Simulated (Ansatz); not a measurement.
# LaZn: the cost of one run

Method: DFT PBEsol, scalar-relativistic, plane waves, PAW, in Ansatz 0.2.0.

**1. The starting structure**

Symmetry: Pm-3m, No. 221, cubic system. Conventional cell: a = 3.693 Å, b = 3.693 Å, c = 3.693 Å, α = 90.00°, β = 90.00°, γ = 90.00°. La (site symmetry m-3m) is surrounded by 8 Zn at 3.20 Å. Around Zn (site symmetry m-3m) lie 8 La at 3.20 Å.

Coordinates:

```cif
data_structure
_symmetry_space_group_name_H-M 'Pm-3m'
_symmetry_Int_Tables_number 221
_cell_length_a 3.6935
_cell_length_b 3.6935
_cell_length_c 3.6935
_cell_angle_alpha 90.000
_cell_angle_beta 90.000
_cell_angle_gamma 90.000
_cell_volume 50.39
loop_
_atom_site_label
_atom_site_type_symbol
_atom_site_symmetry_multiplicity
_atom_site_Wyckoff_symbol
_atom_site_fract_x
_atom_site_fract_y
_atom_site_fract_z
_atom_site_occupancy
La1 La 1 a 0.00000 0.00000 0.00000 1
Zn1 Zn 1 b 0.50000 0.50000 0.50000 1
```

An earlier run at PBEsol left this cell at 25.193 Å³/atom and -0.02 GPa (8×8×8 mesh).

Volume factors to run: 0.980, 1.020, 0.960, 1.040.

**2. At 0.980 of the relaxed volume**

The input, input.yaml:

```yaml
crystal:
  lattice:
    - [3.6687059796, 0.0, 0.0]
    - [0.0, 3.6687059796, 0.0]
    - [0.0, 0.0, 3.6687059796]
  atoms:
    - { symbol: La, position: [0.0, 0.0, 0.0] }
    - { symbol: Zn, position: [0.5, 0.5, 0.5] }
basis:
  ecutwfc: 420
  ecutrho_ratio: 4
kpoints:
  mp_grid: { grid: [8, 8, 8] }
hamiltonian:
  xc: pbesol
scf:
  occupations: { method: gaussian, width: 0.05 }
output:
  forces: true
  stress: true
  eigenvalues: true
```

What time and memory should one allow on 4 threads of an Arm CPU, shared host?

About 1.3 s, with a peak of 0.36 GiB.
